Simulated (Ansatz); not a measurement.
# Si4Mo3: the cost of one run

Computed with Ansatz 0.2.0 (DFT PBE, scalar-relativistic, plane waves, PAW, unless a step names another level, unless a step's input says otherwise).

## Step 1: The system as given

Symmetry: I4/mmm, No. 139, tetragonal system. Conventional cell: a = 3.198 Å, b = 3.198 Å, c = 19.031 Å, α = 90.00°, β = 90.00°, γ = 90.00°. Si (site symmetry 4mm) is surrounded by 5 Mo at 2.60 to 2.61 Å and 5 Si at 2.62 to 2.65 Å. Si (site symmetry 4mm) has 6 Mo at 2.57 to 2.91 Å and 4 Si at 2.65 Å as nearest neighbours. Mo (site symmetry 4/mmm) has 10 Si at 2.61 to 2.69 Å as nearest neighbours. Mo (site symmetry 4mm) is surrounded by 6 Si at 2.57 to 2.91 Å and 4 Mo at 2.82 Å.

Coordinates:

```cif
data_structure
_symmetry_space_group_name_H-M 'P 1'
_symmetry_Int_Tables_number 1
_cell_length_a 9.7807
_cell_length_b 9.7807
_cell_length_c 9.7807
_cell_angle_alpha 161.183
_cell_angle_beta 161.183
_cell_angle_gamma 26.734
_cell_volume 97.30
loop_
_atom_site_label
_atom_site_type_symbol
_atom_site_fract_x
_atom_site_fract_y
_atom_site_fract_z
_atom_site_occupancy
Si1 Si 0.43105 0.43105 0.00000 1
Si2 Si 0.56895 0.56895 0.00000 1
Si3 Si 0.85866 0.85866 0.00000 1
Si4 Si 0.14134 0.14134 0.00000 1
Mo1 Mo 0.00000 0.00000 0.00000 1
Mo2 Mo 0.29424 0.29424 0.00000 1
Mo3 Mo 0.70576 0.70576 0.00000 1
```

It came out lowest among 23 distinct ends of the trial cells. At a tolerance of 0.05 Å it has space group I4/mmm (No. 139).

## Step 2: Relaxing to 0.001 eV/Å, on the response runs' mesh and smearing

The input, input.yaml:

```yaml
crystal:
  lattice:
    - [-1.5988727754, 1.5988727754, 9.5157360825]
    - [1.5988727754, -1.5988727754, 9.5157360825]
    - [1.5988727754, 1.5988727754, -9.5157360825]
  atoms:
    - { symbol: Si, position: [0.431053108, 0.431053108, 0.0] }
    - { symbol: Si, position: [0.568946892, 0.568946892, 0.0] }
    - { symbol: Si, position: [0.8586603552, 0.8586603552, 0.0] }
    - { symbol: Si, position: [0.1413396448, 0.1413396448, 0.0] }
    - { symbol: Mo, position: [0.0, 0.0, 0.0] }
    - { symbol: Mo, position: [0.2942393508, 0.2942393508, 0.0] }
    - { symbol: Mo, position: [0.7057606492, 0.7057606492, 0.0] }
basis:
  ecutwfc: 420
kpoints:
  mp_grid: { grid: [14, 14, 14] }
hamiltonian:
  xc: pbe
scf:
  occupations: { method: gaussian, width: 0.1 }
output:
  forces: true
  stress: true
  eigenvalues: true
relax:
  adjacent_minimum: "off"
  f_tol: 0.001
  max_steps: 60
  cell: { stress_tol: 0.01 }
```

Started as:

```sh
$ ansatz run input.yaml --threads 3 --pin off --max-ram 7680MiB --backend cpu --events-out ev --progress --plain --runs-dir out
```

**Question.** How long does this run take on 3 threads of Intel Xeon 6975P-C (Granite Rapids), shared host, and how much memory does it need?

About 44 s, with a peak of 0.91 GiB.
